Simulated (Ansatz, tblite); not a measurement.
**The cluster Al5As5: rung by rung**

One table from this session's results is given with a row withheld; the runs are named, their logs left out.

The runs use Ansatz 0.2.0, Gaussian basis; as each input shows.

Plan: GFN1-xTB, GFN2-xTB, PBE-D4/def2-TZVP, r2SCAN-D4/def2-TZVP, HF/def2-TZVP, BHLYP-D4/def2-TZVP, PBE-D4/def2-SVP, PBE0-D4/def2-SVP, HF/6-31G, B3LYP-D4/6-31G, MP2/def2-SVP.

6 further runs of the same task are left out: 4 that didn't finish, 2 set aside as unsound or not needed. Runs told in other sessions of the task aren't counted.

### The structure

The geometry is that of the singlet, from an earlier relaxation (PBE-D4/def2-SVP). At that level it is the lowest of the isomers that a small search found.

10 atoms, charge 0, spin multiplicity 1.

Bond lengths: Al1–As6 2.501 Å, Al1–As7 2.555 Å, Al1–As9 2.452 Å, Al2–As6 2.502 Å, Al2–As8 2.555 Å, Al2–As9 2.451 Å, Al3–As6 2.651 Å, Al3–As7 2.744 Å, Al3–As10 2.737 Å, Al4–As7 2.529 Å, Al4–As8 2.529 Å, Al4–As9 2.449 Å, Al5–As6 2.649 Å, Al5–As8 2.742 Å, Al5–As10 2.736 Å, As7–As10 2.543 Å, As8–As10 2.543 Å. Angles: As6–Al1–As7 115.4°, As6–Al1–As9 107.2°, As7–Al1–As9 103.9°, As6–Al2–As8 115.4°, As6–Al2–As9 107.2°, As8–Al2–As9 103.9°, As6–Al3–As7 104.8°, As6–Al3–As10 97.8°, As7–Al3–As10 55.3°, As7–Al4–As8 110.7°, As7–Al4–As9 104.8°, As8–Al4–As9 104.8°, As6–Al5–As8 104.9°, As6–Al5–As10 97.9°, As8–Al5–As10 55.3° and more.

Geometry (Å):

```
atom     x (Å)     y (Å)     z (Å)
 Al1   1.20370   0.23539   1.45567
 Al2  -1.31790  -0.86883   1.06473
 Al3   2.18624  -0.77417  -0.98907
 Al4  -0.86419   1.89208   0.22818
 Al5  -0.59939  -1.99158  -1.41845
 As6   0.81602  -2.15066   0.81551
 As7   1.55932   1.85054  -0.49176
 As8  -2.21355   0.19833  -1.07740
 As9  -0.85029   1.04289   2.52488
As10   0.08005   0.56600  -2.11229
```

PBE0-D4/def2-TZVP was run before; its log isn't repeated, and its numbers join the tables.

The first run:

Tight binding, by tblite at 300 K electronic temperature and without a spin-polarisation term:

```python
tblite.interface.Calculator('GFN1-xTB', numbers, positions, charge=0, uhf=0).singlepoint()
```

Tight binding, by tblite at 300 K electronic temperature and without a spin-polarisation term:

```python
tblite.interface.Calculator('GFN2-xTB', numbers, positions, charge=0, uhf=0).singlepoint()
```

start.molden holds the orbitals of an earlier run on this state, given as this run's starting guess.

Input file in.yaml:

```yaml
crystal:
  periodic: [false, false, false]
  atoms:
    - {symbol: Al, position_ang: [1.203700, 0.235394, 1.455666]}
    - {symbol: Al, position_ang: [-1.317902, -0.868827, 1.064727]}
    - {symbol: Al, position_ang: [2.186240, -0.774167, -0.989068]}
    - {symbol: Al, position_ang: [-0.864191, 1.892081, 0.228184]}
    - {symbol: Al, position_ang: [-0.599394, -1.991578, -1.418452]}
    - {symbol: As, position_ang: [0.816020, -2.150657, 0.815507]}
    - {symbol: As, position_ang: [1.559316, 1.850537, -0.491763]}
    - {symbol: As, position_ang: [-2.213548, 0.198328, -1.077399]}
    - {symbol: As, position_ang: [-0.850287, 1.042888, 2.524877]}
    - {symbol: As, position_ang: [0.080046, 0.566001, -2.112290]}
basis:
  gaussian: {orbitals: def2-TZVP, initial_orbitals: start.molden}
hamiltonian: {xc: pbe, dispersion: d4}
scf: {omitted_lower_state_checks: [starts]}
output: {orbitals: {seedname: orbitals}}
```

Launch:

```sh
ansatz run in.yaml --threads 4 --pin off --events-out ev --progress --plain --max-ram 6963MiB
```

Among the steps run: PBE-D4/def2-TZVP; r2SCAN-D4/def2-TZVP; HF/def2-TZVP; BHLYP-D4/def2-TZVP; PBE-D4/def2-SVP; PBE0-D4/def2-SVP; HF/6-31G; B3LYP-D4/6-31G; MP2/def2-SVP.

One table of the session follows, with a row left open; its other results are not shown here.

It belongs to the step «Binding energy». 

| level | binding an atom (eV) |
| --- | --- |
| HF/6-31G | 0.627 |
| HF/def2-SVP | 1.229 |
| HF/def2-TZVP | 1.257 |
| PBE-D4/def2-SVP | 3.047 |
| PBE-D4/def2-TZVP | ? |
| r2SCAN-D4/def2-TZVP | 2.939 |
| B3LYP-D4/6-31G | 2.313 |
| PBE0-D4/def2-SVP | 2.895 |
| PBE0-D4/def2-TZVP | 2.919 |
| BHLYP-D4/def2-TZVP | 2.605 |
| MP2/def2-SVP | 2.605 |

Estimate the missing values for PBE-D4/def2-TZVP.

As computed: binding an atom (eV): 3.058. In the column «binding an atom (eV)» it is the highest.

To keep in mind: Free atoms were run apart at each level; binding is atoms less cluster, divided by the number of atoms, without zero-point or spin-orbit terms.
